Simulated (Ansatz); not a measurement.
# CH₅GeNS: a ladder of functionals and wavefunction methods

One table from this session's results is given with a row withheld; the runs are named, their logs left out.

The runs use Ansatz 0.2.0, Gaussian basis; functionals in def2-TZVPP, the program's frozen cores in correlated methods.

Levels to be run: PBE-D4, r2SCAN-D4, PBE0-D4, B3LYP-D4, ωB97X-V, ωB97M-V, B2PLYP; CCSD(T)/def2-TZVPP; MP2/def2-QZVPP; extrapolation to the limit.

**The relaxed structure**

All runs share one geometry, relaxed beforehand with PBE0-D4 in a triple-zeta def2 set.

SMILES `[NH2][GeH]1[CH2][S]1`, 9 atoms, charge 0, spin multiplicity 1.

Atoms are counted from 1 here; the program's logs count them from 0.

Bond lengths: N1–Ge2 1.821 Å, N1–H5 1.011 Å, N1–H6 1.011 Å, Ge2–C3 1.913 Å, Ge2–S4 2.201 Å, Ge2–H7 1.524 Å, C3–S4 1.867 Å, C3–H8 1.086 Å, C3–H9 1.085 Å. Angles: Ge2–N1–H5 113.9°, Ge2–N1–H6 113.7°, H5–N1–H6 108.8°, N1–Ge2–C3 119.1°, N1–Ge2–S4 121.5°, N1–Ge2–H7 110.7°, C3–Ge2–S4 53.4°, C3–Ge2–H7 123.0°, S4–Ge2–H7 118.5°, Ge2–C3–S4 71.2°, Ge2–C3–H8 118.4°, Ge2–C3–H9 119.6°, S4–C3–H8 113.6°, S4–C3–H9 113.6°, H8–C3–H9 113.3°, Ge2–S4–C3 55.4°.

The first run:

The input, in.yaml:

```yaml
crystal:
  periodic: [false, false, false]
  atoms:
    - {symbol: N, position_ang: [-0.611138, 1.497492, -0.710277]}
    - {symbol: Ge, position_ang: [0.472682, 0.057144, -0.449283]}
    - {symbol: C, position_ang: [0.284491, -0.970720, 1.152749]}
    - {symbol: S, position_ang: [-0.341289, -1.981094, -0.287431]}
    - {symbol: H, position_ang: [-0.640420, 1.820315, -1.667819]}
    - {symbol: H, position_ang: [-1.558106, 1.357538, -0.384234]}
    - {symbol: H, position_ang: [1.808589, 0.252856, -1.156940]}
    - {symbol: H, position_ang: [-0.492046, -0.690329, 1.858138]}
    - {symbol: H, position_ang: [1.165636, -1.389502, 1.627900]}
basis:
  gaussian: {orbitals: def2-TZVPP}
hamiltonian: {xc: pbe, dispersion: d4}
output: {forces: true, orbitals: {seedname: orbitals}}
```

Launch:

```console
> ansatz run in.yaml --threads 4 --pin off --events-out ev --progress --plain --max-ram 10444MiB
```

Among the steps run: PBE-D4 (GGA); r2SCAN-D4 (meta-GGA); PBE0-D4 (hybrid); B3LYP-D4 (hybrid); ωB97X-V (range-separated); ωB97M-V (range-separated); B2PLYP (double hybrid); CCSD(T) in def2-TZVPP; MP2 in def2-QZVPP.

One table of the session follows, with a row left open; its other results are not shown here.

It belongs to the step «Atomisation energies». 

| method | atomisation energy (kJ/mol) |
| --- | --- |
| PBE-D4 | 3031.5 |
| r2SCAN-D4 | 2970.4 |
| PBE0-D4 | 2970.5 |
| B3LYP-D4 | 2950.1 |
| ωB97X-V | 2986.0 |
| ωB97M-V | 2969.8 |
| B2PLYP | 2921.5 |
| HF/def2-TZVPP | 1996.5 |
| MP2/def2-TZVPP | ? |
| CCSD/def2-TZVPP | 2826.2 |
| CCSD(T)/def2-TZVPP | 2885.2 |
| MP2/CBS | 3017.1 |
| CCSD(T)/CBS | 2975.8 |

**Question.** Estimate the row for MP2/def2-TZVPP.

The run gave: atomisation energy (kJ/mol): 2926.6. In the column «atomisation energy (kJ/mol)» it lies between B2PLYP (2921.5) and B3LYP-D4 (2950.1).
